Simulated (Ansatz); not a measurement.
# Nb: the cost of one run

Method: DFT PBE, scalar-relativistic, plane waves, PAW, in Ansatz 0.2.0.

The COD entry's cell or inner coordinates are ideal or old and differ from later refinements, so a difference from it is no clean test against experiment.

1 further run of the same task is left out (set aside as unsound or not needed).

### 1 The system as given

Symmetry: Im-3m, No. 229, cubic system. The conventional cell has a = 3.311 Å, b = 3.311 Å, c = 3.311 Å, α = 90.00°, β = 90.00°, γ = 90.00°. Nb (site symmetry m-3m) is surrounded by 8 Nb at 2.87 Å.

Structure file:

```xyz
1
Lattice="-1.6556 1.6556 1.6556 1.6556 -1.6556 1.6556 1.6556 1.6556 -1.6556" Properties=species:S:1:pos:R:3 pbc="T T T"
Nb    0.0000    0.0000    0.0000
```

It is the result of an earlier relaxation at this level (volume 18.15 Å³/atom; gap on the mesh: none (metal)).

### 2 Bands, states and charges

input.yaml reads:

```yaml
crystal:
  lattice:
    - [-1.6555580004, 1.6555580004, 1.6555580004]
    - [1.6555580004, -1.6555580004, 1.6555580004]
    - [1.6555580004, 1.6555580004, -1.6555580004]
  atoms:
    - { symbol: Nb, position: [0.0, 0.0, 0.0] }
basis:
  ecutwfc: 420
kpoints:
  mp_grid: { grid: [18, 18, 18] }
  band_path:
    path:
      - [[0.0, 0.0, 0.0], [0.5, -0.5, 0.5], [0.0, 0.0, 0.5], [0.0, 0.0, 0.0], [0.25, 0.25, 0.25], [0.5, -0.5, 0.5]]
      - [[0.25, 0.25, 0.25], [0.0, 0.0, 0.5]]
    npoints: 14
hamiltonian:
  xc: pbe
scf:
  occupations: { method: gaussian, width: 0.1 }
  n_extra_bands: 6
output:
  forces: true
  stress: true
  eigenvalues: true
  populations: true
  dos: { projected: true, de: 0.02, nscf_kmesh: { grid: [27, 27, 27] } }
  bader: true
  write_density: true
  write_potential: true
  elf: true
  volumetric_format: npy
```

Run with:

```sh
$ ansatz run input.yaml --threads 1 --pin off --max-ram 2560MiB --backend cpu --events-out ev --progress --plain --runs-dir out
```

**Question.** How long does this run take on 1 thread of Arm Neoverse V1, shared host, and how much memory does it need?

About 13 s, with a peak of 0.32 GiB.
